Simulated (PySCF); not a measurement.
**MnSe₃⁺: structure of the singlet**

Aim: relax MnSe₃⁺ as a singlet from a PBE0 minimum start, check by its vibrations whether the end is a minimum, and collect its spectrum and constants.

Method: PBE0, basis Mn def2-SVP, Se def2-SVP, no relativity, density fitting; program: PySCF 2.14.0.

### 1 Where the work starts

4 atoms, charge 1, spin multiplicity 1.

Bond lengths: Mn1–Se2 2.079 Å, Mn1–Se3 2.079 Å, Mn1–Se4 2.079 Å. Angles: Se2–Mn1–Se3 113.4°, Se2–Mn1–Se4 113.4°, Se3–Mn1–Se4 113.4°.

```xyz
4
charge 1 multiplicity 1
Mn    0.0000    0.0000   -0.4433
Se    2.0061    0.0000    0.1016
Se   -1.0030    1.7374    0.1016
Se   -1.0031   -1.7373    0.1016
```

### 2 First SCF at the start

One driver script runs all steps and calls PySCF; scf.py shows how it sets up the SCF of each step. The optimiser is the driver's own. After this first run the driver tries any further starts and a stability analysis.

File scf.py:

```python
from pyscf import gto, scf, dft
mol = gto.M(atom='''
Mn    -0.000000     0.000000    -0.443263
Se     2.006108    -0.000022     0.101573
Se    -1.003035     1.737351     0.101573
Se    -1.003073    -1.737329     0.101573''',
    basis={'Mn': 'def2-SVP', 'Se': 'def2-SVP'},
    charge=1, spin=0)
mf = dft.RKS(mol, xc='PBE0')
mf.grids.atom_grid = (50, 194)
aux = {'Mn': 'def2-universal-JKFIT', 'Se': 'def2-universal-JKFIT'}
mf = mf.density_fit(auxbasis=aux)
mf.conv_tol = 1e-08
mf.diis_space = 10
mf.max_cycle = 60
mf.init_guess = 'minao'
mf.verbose = 4
mf.kernel()
```

Run with:

```bash
$ OMP_NUM_THREADS=2 python axn.py task.json out
```

After this run come: Relaxation: PBE0 minimum start, singlet; Vibrations and properties at this point; A spin-polarised start; Vibrations and properties at this point.

**Question.** What will these runs give? Wanted: minimum; geometry; wavenumbers; dipole moment; highest occupied, lowest empty level; polar-tensor charge of Mn1; zero-point energy; ⟨S²⟩.

The runs gave:

| quantity | value |
| --- | --- |
| minimum | broken-symmetry (Ms = 0), D3h |
| geometry | Mn–Se 2.273 Å (×3); Se–Mn–Se 120.0° (×3) |
| wavenumbers (cm⁻¹) | 32 (e'), 36 (a2''), 139 (a1'), 309 (e') |
| dipole moment (centre of mass) | 0.00 D |
| highest occupied, lowest empty level (either spin) | -11.88, -9.87 eV |
| polar-tensor charge of Mn1 | -0.33 e |
| zero-point energy | 5.1 kJ/mol |
| entropy at 298.15 K | 390.1 J/(mol K) |
| ⟨S²⟩ | 3.693 |

In words: The PBE0 minimum start (C3v) ends in a minimum of D3h symmetry. The determinant is spin-contaminated (⟨S²⟩ = 3.69 against 0.00), so it is no pure spin state. In the infrared the band at 309 cm⁻¹ (e') leads. Other starts or spin states, not run here, may lie lower.
